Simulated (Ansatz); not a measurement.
# Molecular dynamics of Cr

Input:

```yaml
crystal:
  lattice:
    - [6.034692, 0.0, 0.0]
    - [0.0, 6.034692, 0.0]
    - [0.0, 0.0, 6.034692]
  atoms:
    - { symbol: Cr, position: [0.0, 0.0, 0.0] }
    - { symbol: Cr, position: [0.5, 0.0, 0.0] }
    - { symbol: Cr, position: [0.0, 0.5, 0.0] }
    - { symbol: Cr, position: [0.0, 0.0, 0.5] }
    - { symbol: Cr, position: [0.25, 0.25, 0.25] }
    - { symbol: Cr, position: [0.5, 0.5, 0.0] }
    - { symbol: Cr, position: [0.5, 0.0, 0.5] }
    - { symbol: Cr, position: [0.75, 0.25, 0.25] }
    - { symbol: Cr, position: [0.0, 0.5, 0.5] }
    - { symbol: Cr, position: [0.25, 0.75, 0.25] }
    - { symbol: Cr, position: [0.25, 0.25, 0.75] }
    - { symbol: Cr, position: [0.5, 0.5, 0.5] }
    - { symbol: Cr, position: [0.75, 0.75, 0.25] }
    - { symbol: Cr, position: [0.75, 0.25, 0.75] }
    - { symbol: Cr, position: [0.25, 0.75, 0.75] }
    - { symbol: Cr, position: [0.75, 0.75, 0.75] }
basis:
  ecutwfc: 420.0
kpoints:
  mp_grid: { grid: [2, 2, 2] }
hamiltonian:
  xc: pbe
  dispersion: d3bj
scf:
  occupations: { method: fermi_dirac, width: 0.17 }
  lower_state_search: "off"
md:
  timestep: 3
  n_steps: 110
  ensemble: nvt_langevin
  temperature: 2000.0
  initial_velocities: maxwell_boltzmann
  seed: 842503
  friction: 0.005
```

Run as:

```bash
$ ansatz run input.yaml --threads 2 --pin off --max-ram 5120MiB --backend cpu --events-out ev --progress --plain --runs-dir out
```

It starts from a structure without forces on its atoms.

Output, in part (step lines):

```
md step     0: t =     0.00 fs  T =  1875.0 K  F+E_penalty+E_count = -54047.50427873 eV  E_kin = 3.877800 eV  (7 SCF iters)
[... lines left out ...]
```

The steps, from the saved trajectory:

```tsv
time (fs)	T (K)	potential energy less start (eV)
0.0	1875	0.000
9.0	1591	0.372
18.0	1381	1.326
27.0	805	2.459
36.0	484	3.075
45.0	617	3.282
54.0	866	3.162
63.0	1127	2.902
72.0	1162	2.644
81.0	1427	2.395
90.0	1740	2.194
99.0	1732	2.191
108.0	1751	2.442
117.0	1695	2.778
126.0	1696	2.854
135.0	1554	2.999
144.0	1879	3.144
153.0	1843	3.463
162.0	1778	3.925
171.0	1434	4.439
180.0	1075	4.970
189.0	1007	5.055
198.0	1503	4.543
207.0	2065	3.762
216.0	2475	2.990
225.0	2516	2.685
234.0	2313	2.833
243.0	2022	3.112
252.0	1752	3.358
261.0	1699	3.528
270.0	1338	3.688
279.0	1295	3.766
288.0	1243	3.660
297.0	1275	3.421
306.0	1224	3.110
315.0	1539	2.782
324.0	1584	2.535
```

All steps were run. The mean temperature of the second half is 18 % below the set value. A run of 0.33 ps of so small a system gives no equilibrium averages. Spin polarisation was left off. Limits of this set-up: coarse k mesh, magnetic elements without spin.

Mean squared displacements from the first frame to the last, about the centre of mass: Cr 0.06 Å².

Last frame:

```xyz
16
Lattice="6.0347 0.0000 0.0000 0.0000 6.0347 0.0000 0.0000 0.0000 6.0347" Properties=species:S:1:pos:R:3
Cr -0.060 -0.137 -0.025
Cr 2.706 -0.428 -0.015
Cr -0.065 2.641 0.061
Cr -0.283 -0.320 3.037
Cr 1.464 1.559 1.471
Cr 3.048 2.645 0.165
Cr 2.627 -0.408 2.884
Cr 4.465 1.075 1.416
Cr -0.082 2.956 3.071
Cr 1.276 4.391 1.495
Cr 1.090 1.370 4.517
Cr 2.752 2.920 3.321
Cr 4.270 4.214 1.934
Cr 4.141 1.323 4.574
Cr 1.334 4.325 4.638
Cr 4.245 4.180 4.680
```

The run took 16 min on 2 threads of Arm Neoverse V1 (shared host), peak memory 0.99 GiB.
